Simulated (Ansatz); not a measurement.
# ZnAs2C: the cost of one run

All numbers below are computed with Ansatz 0.2.0 (DFT, plane waves, PAW, no spin polarisation).

## (1) The structure to begin with

The cell holds 16 atoms (C4As8Zn4): a = 7.023 Å, b = 7.023 Å, c = 5.534 Å, α = 90.00°, β = 90.00°, γ = 90.00°.

As a file:

```xyz
16
Lattice="7.0229 0.0000 0.0000 0.0000 7.0229 0.0000 0.0000 0.0000 5.5342" Properties=species:S:1:pos:R:3 pbc="T T T"
Zn    0.0000    0.0000    0.0000
As    0.0000    1.7557    1.6363
C     1.7557    1.7557    2.7671
As    1.7557    0.0000    3.8979
Zn    0.0000    3.5115    0.0000
As    0.0000    5.2672    1.6363
C     1.7557    5.2672    2.7671
As    1.7557    3.5115    3.8979
Zn    3.5115    0.0000    0.0000
As    3.5115    1.7557    1.6363
C     5.2672    1.7557    2.7671
As    5.2672    0.0000    3.8979
Zn    3.5115    3.5115    0.0000
As    3.5115    5.2672    1.6363
C     5.2672    5.2672    2.7671
As    5.2672    3.5115    3.8979
```

## (2) Run 1: PBE

File input.yaml:

```yaml
crystal:
  lattice:
    - [7.022935262, 0.0, 0.0]
    - [0.0, 7.022935262, 0.0]
    - [0.0, 0.0, 5.5342151151]
  atoms:
    - { symbol: Zn, position: [0.0, 0.0, 0.0] }
    - { symbol: As, position: [0.0, 0.25, 0.2956720441] }
    - { symbol: C, position: [0.25, 0.25, 0.5] }
    - { symbol: As, position: [0.25, 0.0, 0.7043279559] }
    - { symbol: Zn, position: [0.0, 0.5, 0.0] }
    - { symbol: As, position: [0.0, 0.75, 0.2956720441] }
    - { symbol: C, position: [0.25, 0.75, 0.5] }
    - { symbol: As, position: [0.25, 0.5, 0.7043279559] }
    - { symbol: Zn, position: [0.5, 0.0, 0.0] }
    - { symbol: As, position: [0.5, 0.25, 0.2956720441] }
    - { symbol: C, position: [0.75, 0.25, 0.5] }
    - { symbol: As, position: [0.75, 0.0, 0.7043279559] }
    - { symbol: Zn, position: [0.5, 0.5, 0.0] }
    - { symbol: As, position: [0.5, 0.75, 0.2956720441] }
    - { symbol: C, position: [0.75, 0.75, 0.5] }
    - { symbol: As, position: [0.75, 0.5, 0.7043279559] }
kpoints:
  mp_grid: { grid: [2, 2, 2] }
hamiltonian:
  xc: pbe
scf:
  occupations: { method: fermi_dirac, width: 0.052 }
md:
  ensemble: nve
  temperature: 600
  timestep: 1.5
  n_steps: 20
  initial_velocities: maxwell_boltzmann
  seed: 1270
```

Run with:

```console
$ ansatz run input.yaml --threads 4 --pin off --max-ram 3686MiB --backend cpu --events-out ev --progress --plain --runs-dir out
```

Q: Estimate wall time and peak memory on 4 threads of Arm Neoverse V2, shared host.

About 53 s, with a peak of 1.1 GiB.
